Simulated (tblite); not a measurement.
# C7H11BS: the cost of one run

The runs use tblite 0.8.0 and PySCF 2.14.0, with density-fitted response routines of our own; the level of theory stands in each step. All values are computed, except where a source is named. Atoms are numbered from 0 throughout.

## 1. Starting geometry

20 atoms, charge 0, multiplicity 1; geometry from: force field or distance geometry start.

Bonds of the start (Å): C0–C1 1.51, C1–C2 1.51, C2–B3 1.58, B3–C4 1.55, C4–C5 1.34, C5–C6 1.35, C6–C7 1.36, C7–S8 1.78, S8–C4 1.74, C0–H9 1.12, C0–H10 1.10, C0–H11 1.10, C1–H12 1.11, C1–H13 1.12, C2–H14 1.11, C2–H15 1.11, B3–H16 1.19, C5–H17 1.13, C6–H18 1.12, C7–H19 1.08.

## 2. Optimising the geometry with GFN2-xTB

The job: settings as JSON, then the geometry in Å.

```
{"job": {"kind": "relax", "xc": "GFN2-xTB", "basis": "xTB"}, "charge": 0, "multiplicity": 1}
C     -3.064500     0.877300    -0.165300
C     -2.590400    -0.560700    -0.175500
C     -1.133700    -0.693400    -0.549900
B     -0.149700     0.097500     0.402900
C      1.344400     0.119900    -0.018400
C      2.420500    -0.056700     0.762100
C      3.651700     0.007600     0.211200
C      3.751400     0.248700    -1.119500
S      2.043400     0.379900    -1.590200
H     -4.167600     0.823400     0.043100
H     -2.564200     1.496200     0.588600
H     -2.832900     1.304600    -1.157000
H     -3.178700    -1.055100    -0.978100
H     -2.835100    -1.019100     0.813400
H     -0.951800    -0.370600    -1.596200
H     -0.856500    -1.764900    -0.433600
H     -0.419600     0.242000     1.557200
H      2.290400    -0.256000     1.861900
H      4.577800    -0.131500     0.826200
H      4.660000     0.321400    -1.695700
```

On the command line:

```
$ OMP_NUM_THREADS=1 python probes_run.py task.json out
```

This one command runs all jobs of the session in turn.

**Question.** How long does this first job take on 1 thread of Arm Neoverse N1, shared host?

About 1.4 s.
